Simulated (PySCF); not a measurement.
# KAl: from the state search to spectroscopic constants

What are the lowest state that PBE0 finds, the bond length, vibrational wavenumber and bond energy of KAl, and how much do these hang on the method?

Program: PySCF 2.14.0. Level of theory: K def2-SVPD, Al def2-SVPD, no relativity. These are calculated values, not measurements.

### 1 Input

A driver script around PySCF takes these settings:

```
atoms                         : K, Al
charge                        : 0
basis                         : K def2-SVPD, Al def2-SVPD
Hamiltonian                   : no relativity
basis functions               : 51
electrons treated             : 32
masses in u                   : 38.9637, 26.9815
levels                        : PBE0, PBE, r²SCAN, B3LYP, PW91, M06, HF, MP2, SCS-MP2, CCSD, CCSD(T)
grid                          : 80 radial by 434 angular points
occupations                   : held fixed by the projection of orbital angular momentum
dissociation limit            : K + Al, each in its ground configuration
starting distance in angstrom : 3.140
values of 2S to try           : 0, 2
```

Launch:

```sh
> OMP_NUM_THREADS=1 python dia.py task.json out
```

The runs that follow: First curve: PBE0; Other states along the same grid; PBE (GGA); r²SCAN (meta-GGA); B3LYP (global hybrid GGA); PW91 (GGA); M06 (hybrid meta-GGA); UHF (mean field); Correlated methods on the Hartree–Fock reference.

Q: Predict the outcome of this session. Wanted: for each run, Re; ωe; De; μ.

As calculated:

Lowest PBE0 solution found, without spin–orbit coupling: ³Π (triplet), unpaired electrons σ ↑, π ↑. State 2 has its PBE0 minimum 0.12 eV higher. State 3 has its PBE0 minimum 0.17 eV higher, as a spin-mixed determinant (⟨S²⟩ = 1.01), so this is no gap between pure states. State 4 has its PBE0 minimum 0.52 eV higher. The other levels ran on the lowest alone.

```csv
level,Re (Å),ωe (cm⁻¹),De (eV),μ (D)
UHF,3.523,127.6,0.191,-8.34
UHF-MP2,3.459,140.6,0.429,n/a
UHF-SCS-MP2,3.469,137.0,0.353,n/a
UHF-CCSD,3.469,136.7,0.437,n/a
UHF-CCSD(T),3.465,138.3,0.472,n/a
PBE,3.402,141.3,0.69,-5.86
PW91,3.393,142.5,0.72,-5.94
r²SCAN,3.414,146.5,0.76,-7.03
B3LYP,3.434,133.4,0.487,-5.57
PBE0,3.390,146.7,0.65,-6.84
M06,3.339,157.5,0.64,-7.42
```

De is counted to K + Al in their ground configurations. A positive dipole means K(−)Al(+).

What this shows: The methods spread over 0.184 Å in bond length, from M06 to UHF. CCSD(T) can't serve as the judge here: for a weak bond in this basis it is far from its limit. Of the levels with a De here, UHF gives the least (0.191 eV) and r²SCAN the most (0.76 eV).

Correlated steps freeze 10 core orbitals.
